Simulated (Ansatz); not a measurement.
What does this script print? It uses Ansatz's Python interface.

The script, `run_formation.py`:
```python
"""Formation energy of SrMg3 from the elements, after relaxing atoms and volume at fixed cell shape."""

from collections import Counter
import logging
import sys
import warnings

import ansatz
import numpy as np

logging.basicConfig(stream=sys.stdout, format="%(levelname)s:%(name)s:%(message)s")
logger = logging.getLogger("srmg3")
logger.setLevel(logging.INFO)

PHASES = {
    "SrMg3": (
        [(3.56868177, 0.0, 0.0), (-1.78434088, 3.09056907, 0.0), (0.0, 0.0, 10.942393)],
        [
            ("Sr", (2 / 3, 1 / 3, 0.5)),
            ("Mg", (2 / 3, 1 / 3, 0.0)),
            ("Mg", (0.0, 0.0, 0.22818)),
            ("Mg", (0.0, 0.0, 0.77182)),
        ],
    ),
    "Sr": (
        [(0.0, 3.04235, 3.04235), (3.04235, 0.0, 3.04235), (3.04235, 3.04235, 0.0)],
        [
            ("Sr", (0.0, 0.0, 0.0)),
        ],
    ),
    "Mg": (
        [(3.2093, 0.0, 0.0), (-1.60465, 2.77933533, 0.0), (0.0, 0.0, 5.2103)],
        [
            ("Mg", (1 / 3, 2 / 3, 0.25)),
            ("Mg", (2 / 3, 1 / 3, 0.75)),
        ],
    ),
}


def build(vectors, sites):
    crystal = ansatz.Crystal(lattice=ansatz.Lattice.of(vectors))
    for symbol, position in sites:
        crystal = crystal.atom(symbol, position)
    return crystal


def solve(name, crystal):
    calc = (
        crystal.calculation()
        .functional("LDA")
        .basis(20 * ansatz.Ha)
        .eigensolver("davidson", full_accuracy=True)
        .scf(tolerance=1e-05, max_iterations=150, lower_state_search="off", self_checks="low")
        .kpoints(spacing=0.39)
        .occupations("fermi_dirac", width=0.05)
        .stress()
    )
    calc = calc.relax(force_tolerance=0.03, max_steps=60, fix_cell=["shape"])
    return calc.run(threads=1)


def counts(outcome):
    return Counter(site.symbol for site in outcome.lattice.sites)

def formation_energy(outcome, mu):
    n = counts(outcome)
    return (outcome.report["energy_sigma0_ev"] - sum(k * mu[element] for element, k in n.items())) / sum(n.values())


def volume_per_atom(outcome):
    return abs(np.linalg.det(outcome.lattice.cell_ang)) / len(outcome.lattice.sites)

warnings.simplefilter("ignore", ansatz.DeckWarning)

phases = {name: build(*cell) for name, cell in PHASES.items()}

done = {name: solve(name, crystal) for name, crystal in phases.items()}

# chemical potentials of the elements at zero temperature
references = {"Sr": "Sr", "Mg": "Mg"}
mu = {element: done[name].report["energy_sigma0_ev"] / len(done[name].lattice.sites) for element, name in references.items()}

target = done["SrMg3"]
heat = formation_energy(target, mu)
n = counts(target)
print("cell content:", dict(n), " volume", round(volume_per_atom(target), 3), "A^3/atom")
print("formation energy", round(heat, 4), "eV/atom,", round(heat * sum(n.values()), 4), "eV per cell")
print("bound against the elements" if heat < 0 else "unbound against the elements")
```

```console
$ python run_formation.py
cell content: {<Element.SR: 'Sr'>: 1, <Element.MG: 'Mg'>: 3}  volume 28.094 A^3/atom
formation energy 0.1371 eV/atom, 0.5485 eV per cell
unbound against the elements
```

Reading the output:
- The settings weren't tested for convergence.
- For the metals among these phases the mesh is modest: differences between phases can be off by up to 40 meV an atom.
- The program warned that this SCF threshold is loose for forces or stresses.
- Atoms and volume are relaxed with the cell's shape held, which in cells of lower than cubic symmetry can hide stresses and shift volumes.
- The cells come from databases of deposited and of computed structures, and not all need be stable phases.
- The compound is the structure given, not necessarily its lowest; energies are at zero temperature, with no correction for gases. A semilocal functional's error on such energies is often 0.05 to 0.1 eV an atom, and 0.1 to 0.3 eV against gases such as O2 or F2.
- The script silences the warnings on its input, which a real study should read.
- Run time: 42 s on 1 thread of Arm Neoverse V1 (shared host), peak memory 0.4 GiB.

(Lines on the test bed's own set-up are left out of the output.)
